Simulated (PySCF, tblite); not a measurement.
# C3H12GeOSi: dynamics, then NMR shifts on frames

Aim: move C3H12GeOSi (`CC[O][Ge@H]([CH3])[SiH3]`) away from its starting geometry and see how NMR shifts follow the geometry.

The runs use tblite 0.8.0 and PySCF 2.14.0, with density-fitted response routines of our own; the level of theory stands in each step. All values are computed, except where a source is named. Atoms are numbered from 0 throughout.

## Step 1: Starting geometry

18 atoms, charge 0, multiplicity 1; geometry from: GFN2-xTB.

Bonds of the start (Å): C0–C1 1.52, C1–O2 1.41, O2–Ge3 1.78, Ge3–C4 2.00, Ge3–Si5 2.35, C0–H6 1.09, C0–H7 1.09, C0–H8 1.09, C1–H9 1.10, C1–H10 1.10, Ge3–H11 1.55, C4–H12 1.09, C4–H13 1.09, C4–H14 1.09, Si5–H15 1.47, Si5–H16 1.47, Si5–H17 1.46.

## Step 2: Thermal motion with GFN2-xTB

The job: settings as JSON, then the geometry in Å.

```
{"job": {"kind": "md", "xc": "GFN2-xTB", "basis": "xTB", "temperature": 400, "steps": 2000, "every": 50, "frames": 5}, "charge": 0, "multiplicity": 1}
C      2.847816     0.216594    -0.559199
C      1.681248    -0.446987     0.158012
O      0.550394     0.386168     0.067711
Ge    -1.153398    -0.109879     0.253592
C     -1.452890    -1.674263    -0.950992
Si    -2.186023     1.948940    -0.193049
H      3.737272    -0.402858    -0.477347
H      3.044736     1.190399    -0.118478
H      2.604675     0.356794    -1.609556
H      1.482090    -1.427092    -0.294087
H      1.934879    -0.609539     1.213715
H     -1.269339    -0.682623     1.686505
H     -0.881121    -2.539558    -0.622794
H     -1.148750    -1.428478    -1.966133
H     -2.501884    -1.953519    -0.970044
H     -3.586907     1.903052     0.236419
H     -2.180643     2.223877    -1.632482
H     -1.530915     3.055290     0.501789
```

Level: GFN2-xTB Langevin dynamics, gas phase.

Started as:

```
OMP_NUM_THREADS=1 python probes_run.py task.json out
```

The driver reads the jobs from task.json and runs them one after another.

The program printed:

```text
t/fs     T/K      E/eV
    0.0   339.3   -551.88516
   25.0   299.7   -551.47009
   50.0   237.0   -551.21925
   75.0   371.2   -551.30593
  100.0   376.3   -551.19496
  125.0   507.5   -551.25980
  150.0   491.9   -551.34207
  175.0   420.1   -551.01649
  200.0   381.4   -550.95872
  225.0   473.1   -551.04151
  250.0   473.8   -550.97719
  275.0   469.5   -550.99354
  300.0   459.6   -550.73253
  325.0   520.4   -551.03824
  350.0   586.6   -551.15988
  375.0   466.7   -551.11455
  400.0   536.0   -551.09607
  425.0   387.7   -550.88466
  450.0   276.9   -550.87574
  475.0   468.9   -551.07876
  500.0   285.0   -550.98591
  525.0   361.9   -551.06665
  550.0   339.3   -551.13110
  575.0   362.6   -551.15931
  600.0   363.0   -551.24498
  625.0   392.3   -551.25293
  650.0   454.2   -551.17888
  675.0   420.1   -551.20103
  700.0   386.0   -551.08422
  725.0   371.3   -551.25931
  750.0   347.0   -551.11180
  775.0   378.8   -551.09574
  800.0   306.8   -550.84681
  825.0   455.8   -551.16213
  850.0   375.0   -550.97867
  875.0   437.1   -551.07222
  900.0   274.1   -551.03007
  925.0   358.8   -551.30871
  950.0   314.9   -551.22372
  975.0   475.0   -551.38489
 1000.0   419.2   -551.45533
```

It took 47 s on 1 thread of Intel Xeon at 2.50GHz, shared host.

Distance from the start (root mean square after alignment): 0 fs 0.00 Å, 200 fs 1.11 Å, 400 fs 0.64 Å, 600 fs 1.05 Å, 800 fs 1.63 Å, 1000 fs 1.63 Å.

Positions (Å) and forces (eV/Å) at 1000 fs:

```xyz
18

C     1.551   -2.487    0.756   -1.096   -0.404    0.243
C     1.412   -0.998    1.173    1.181   -0.308   -0.542
O     1.143   -0.161    0.067   -0.902   -0.076    0.531
Ge   -0.601    0.120   -0.461    0.898    0.139    0.419
C    -0.706   -1.027   -2.068   -1.744    1.227    0.003
Si   -0.865    2.425   -0.961   -0.593   -0.045    0.452
H     1.954   -3.083    1.597   -0.405    0.351   -0.387
H     2.216   -2.622   -0.086    0.236    0.338   -0.088
H     0.562   -2.926    0.408    0.951    0.609    0.673
H     0.673   -0.879    1.994    0.428   -0.074   -0.415
H     2.435   -0.654    1.483   -0.737   -0.281    0.279
H    -1.454   -0.354    0.765    0.130   -0.128   -0.260
H     0.009   -0.670   -2.785    0.306   -0.142   -0.233
H    -1.715   -0.754   -2.423    0.266   -0.004   -0.413
H    -0.766   -2.076   -1.992    0.536   -1.065    0.289
H    -1.578    3.227    0.078    0.128   -0.364   -0.199
H    -1.828    2.349   -2.077    0.236    0.257   -0.065
H     0.358    3.182   -1.146    0.181   -0.029   -0.286
```

## Step 3: Nuclear shieldings: 250 fs, PBE0/pcSseg-1

The job: settings as JSON, then the geometry in Å.

```
{"job": {"kind": "nmr", "xc": "PBE0", "basis": "pcSseg-1", "pop": false}, "charge": 0, "multiplicity": 1}
C      3.035400    -0.504900     0.097900
C      1.580100    -0.720300     0.722000
O      0.502900     0.113000     0.327500
Ge    -1.246000    -0.350500     0.242700
C     -1.288200    -1.415800    -1.405700
Si    -1.446400     2.033900     0.121600
H      3.734000    -1.229700     0.623300
H      3.236600     0.563100     0.222700
H      2.955300    -0.749100    -0.913000
H      1.138700    -1.688100     0.592100
H      1.695300    -0.633500     1.812400
H     -1.321000    -1.369700     1.471700
H     -2.125000    -2.118400    -1.481800
H     -0.403600    -2.020600    -1.611700
H     -1.342000    -0.745200    -2.312400
H     -1.747000     2.623700    -1.192800
H     -0.398200     2.926600     0.664300
H     -2.645700     2.423900     0.821100
```

With the program's defaults for keys left out, this is: GIAO PBE0/pcSseg-1 NMR shielding, non-relativistic, gas phase.

The program printed:

```text
coarse grid: 64216 points
cycle   1  E = -2562.1877024560  dE = -4.817e-01  |g| = 1.156e+00  |ddm| = 3.665e+00
cycle   2  E = -2561.7892033381  dE =  3.985e-01  |g| = 1.803e+00  |ddm| = 2.193e+00
cycle   3  E = -2562.3313608101  dE = -5.422e-01  |g| = 3.522e-01  |ddm| = 1.796e+00
cycle   4  E = -2562.3531284021  dE = -2.177e-02  |g| = 9.045e-02  |ddm| = 3.094e-01
cycle   5  E = -2562.3543416202  dE = -1.213e-03  |g| = 1.763e-02  |ddm| = 8.243e-02
cycle   6  E = -2562.3544143945  dE = -7.277e-05  |g| = 5.791e-03  |ddm| = 2.142e-02
cycle   7  E = -2562.3544218748  dE = -7.480e-06  |g| = 1.001e-03  |ddm| = 4.796e-03
final grid: 134264 points
cycle   8  E = -2562.3544586802  dE = -2.587e-08  |g| = 1.184e-03  |ddm| = 2.854e-03
cycle   9  E = -2562.3544584635  dE =  2.167e-07  |g| = 1.579e-03  |ddm| = 2.493e-03
cycle  10  E = -2562.3544590004  dE = -5.369e-07  |g| = 2.180e-04  |ddm| = 1.417e-03
cycle  11  E = -2562.3544590095  dE = -9.124e-09  |g| = 2.963e-05  |ddm| = 1.686e-04
cycle  12  E = -2562.3544590097  dE = -1.637e-10  |g| = 3.463e-06  |ddm| = 3.114e-05
converged SCF energy = -2562.3544590097

GIAO shielding tensors (ppm)
atom      isotropic    diamagn.    paramagn.     s11        s22        s33       span
  0 C      162.747     252.103     -89.356    140.531    164.277    183.434     42.903
  1 C      115.831     245.509    -129.678     68.806    110.480    168.207     99.401
  2 O      293.079     408.336    -115.257    239.007    308.091    332.137     93.129
  3 Ge    1289.408    2760.373   -1470.966   1150.024   1283.210   1434.989    284.965
  4 C      179.945     251.964     -72.019    163.732    180.507    195.597     31.864
  5 Si     448.826     878.475    -429.649    373.722    475.786    496.972    123.250
  6 H       29.618      27.286       2.332     25.749     26.644     36.461     10.712
  7 H       29.762      30.327      -0.565     25.979     28.864     34.444      8.465
  8 H       31.181      32.857      -1.676     27.120     30.634     35.788      8.668
  9 H       28.634      33.991      -5.357     22.821     27.780     35.300     12.479
 10 H       27.753      32.094      -4.341     21.403     28.553     33.303     11.900
 11 H       24.973      29.366      -4.393     19.446     21.104     34.370     14.924
 12 H       31.094      28.792       2.302     26.221     27.547     39.514     13.293
 13 H       30.587      32.481      -1.893     25.534     29.024     37.205     11.670
 14 H       30.141      30.500      -0.358     25.430     27.852     37.143     11.713
 15 H       27.653      27.745      -0.091     23.954     25.650     33.355      9.400
 16 H       27.499      28.071      -0.573     22.966     26.404     33.125     10.159
 17 H       28.321      27.665       0.656     24.273     25.753     34.939     10.666
```

It took 83 s on 1 thread of Intel Xeon at 2.50GHz, shared host; peak memory 0.85 GiB.

Shifts follow as δ = σ(reference) − σ, with reference shieldings (ppm) from runs at the same level and on the same kind of geometry: ¹H TMS 31.72, ¹³C TMS 186.9, ²⁹Si TMS 349.2, ¹⁷O H2O 336.1, ⁷³Ge GeMe4 1331. The references are single molecules in the gas phase, so shifts against H2O, NH3, PH3, H3PO4 or CFCl3 are not on the usual liquid scales and can be off by tens of ppm. Each atom is listed at this fixed geometry, with no averaging over motion; a spectrum would average atoms that exchange fast.

```tsv
atoms	environment	σ (ppm)	δ (ppm)
C1	sp3 CH2 bonded to O	115.8	71.1
C0	methyl carbon	162.7	24.2
C4	methyl carbon bonded to Ge	179.9	7.0
H11	hydrogen on a germanium bonded to C, O, Si	24.97	6.74
H16	hydrogen on a silicon bonded to Ge	27.50	4.22
H15	hydrogen on a silicon bonded to Ge	27.65	4.06
H10	hydrogen on an sp3 CH2 bonded to O	27.75	3.96
H17	hydrogen on a silicon bonded to Ge	28.32	3.40
H9	hydrogen on an sp3 CH2 bonded to O	28.63	3.08
H6	hydrogen on a methyl carbon	29.62	2.10
H7	hydrogen on a methyl carbon	29.76	1.95
H14	hydrogen on a methyl carbon bonded to Ge	30.14	1.58
H13	hydrogen on a methyl carbon bonded to Ge	30.59	1.13
H12	hydrogen on a methyl carbon bonded to Ge	31.09	0.62
H8	hydrogen on a methyl carbon	31.18	0.54
O2	oxygen bonded to C, Ge	293.1	43.0
Ge3	germanium bonded to C, O, Si, H	1289	42
Si5	silicon bonded to Ge, 3 H	448.8	-99.7
```

## Step 4: NMR shieldings: 425 fs, PBE0/pcSseg-1

The job: settings as JSON, then the geometry in Å.

```
{"job": {"kind": "nmr", "xc": "PBE0", "basis": "pcSseg-1", "pop": false}, "charge": 0, "multiplicity": 1}
C      2.753900    -1.856800     0.696800
C      1.336600    -1.706500     1.238900
O      0.729000    -0.407500     0.935800
Ge    -0.595100    -0.014400    -0.182500
C     -0.642300    -1.679800    -1.359900
Si    -0.845800     2.369100    -0.376400
H      3.111600    -2.857800     0.773200
H      3.432700    -1.209700     1.310600
H      3.036000    -1.512500    -0.299000
H      0.720800    -2.569600     0.835800
H      1.419600    -1.731100     2.345300
H     -1.977600    -0.546800     0.525300
H     -0.371100    -2.323800    -0.572600
H      0.019600    -1.779400    -2.266500
H     -1.690100    -1.736800    -1.604800
H     -1.921600     2.538900    -1.335000
H      0.444300     3.054400    -0.593000
H     -1.174600     3.173800     0.894600
```

Level: GIAO PBE0/pcSseg-1 NMR shielding, non-relativistic, gas phase.

The program printed:

```text
coarse grid: 64216 points
cycle   1  E = -2562.1970987750  dE = -5.506e-01  |g| = 1.140e+00  |ddm| = 3.658e+00
cycle   2  E = -2561.8849504978  dE =  3.121e-01  |g| = 1.675e+00  |ddm| = 1.900e+00
cycle   3  E = -2562.3364637069  dE = -4.515e-01  |g| = 3.248e-01  |ddm| = 1.509e+00
cycle   4  E = -2562.3546428729  dE = -1.818e-02  |g| = 8.588e-02  |ddm| = 2.686e-01
cycle   5  E = -2562.3558051110  dE = -1.162e-03  |g| = 2.191e-02  |ddm| = 8.729e-02
cycle   6  E = -2562.3559309419  dE = -1.258e-04  |g| = 5.598e-03  |ddm| = 2.589e-02
cycle   7  E = -2562.3559380706  dE = -7.129e-06  |g| = 1.048e-03  |ddm| = 4.895e-03
final grid: 134264 points
cycle   8  E = -2562.3559537977  dE = -1.474e-07  |g| = 1.218e-03  |ddm| = 3.853e-03
cycle   9  E = -2562.3559536045  dE =  1.932e-07  |g| = 1.647e-03  |ddm| = 2.799e-03
cycle  10  E = -2562.3559541331  dE = -5.286e-07  |g| = 2.364e-04  |ddm| = 1.480e-03
cycle  11  E = -2562.3559541442  dE = -1.106e-08  |g| = 4.783e-05  |ddm| = 1.946e-04
cycle  12  E = -2562.3559541445  dE = -3.292e-10  |g| = 4.836e-06  |ddm| = 4.390e-05
converged SCF energy = -2562.3559541445

GIAO shielding tensors (ppm)
atom      isotropic    diamagn.    paramagn.     s11        s22        s33       span
  0 C      167.747     243.552     -75.805    145.717    162.947    194.577     48.860
  1 C      114.733     239.397    -124.664     76.955    105.010    162.235     85.279
  2 O      283.033     406.769    -123.735    231.615    306.604    310.880     79.265
  3 Ge    1333.892    2760.201   -1426.309   1123.436   1299.312   1578.928    455.493
  4 C      176.591     255.179     -78.588    162.814    177.484    189.474     26.660
  5 Si     446.222     879.185    -432.963    384.282    436.750    517.635    133.353
  6 H       31.408      26.885       4.523     27.175     28.151     38.899     11.724
  7 H       29.499      27.594       1.905     25.470     27.361     35.665     10.195
  8 H       30.535      30.834      -0.299     26.825     29.596     35.184      8.359
  9 H       26.564      30.086      -3.522     21.498     27.690     30.502      9.004
 10 H       26.923      28.672      -1.749     21.386     26.772     32.610     11.225
 11 H       25.307      30.655      -5.349     20.104     21.442     34.374     14.269
 12 H       30.268      34.641      -4.373     23.944     31.362     35.499     11.555
 13 H       29.743      30.312      -0.569     25.595     26.458     37.177     11.582
 14 H       30.924      31.364      -0.440     25.584     28.883     38.305     12.721
 15 H       28.132      28.270      -0.138     24.024     25.924     34.449     10.425
 16 H       27.379      28.500      -1.121     23.590     25.673     32.876      9.286
 17 H       26.649      27.439      -0.789     23.630     24.483     31.835      8.205
```

It took 79 s on 1 thread of Intel Xeon at 2.50GHz, shared host; peak memory 0.95 GiB.

This run: δ C1 72.2, C0 19.2, C4 10.3, O2 53.0, H11 6.41, H9 5.15 ppm.

[end of part 1 of 2]
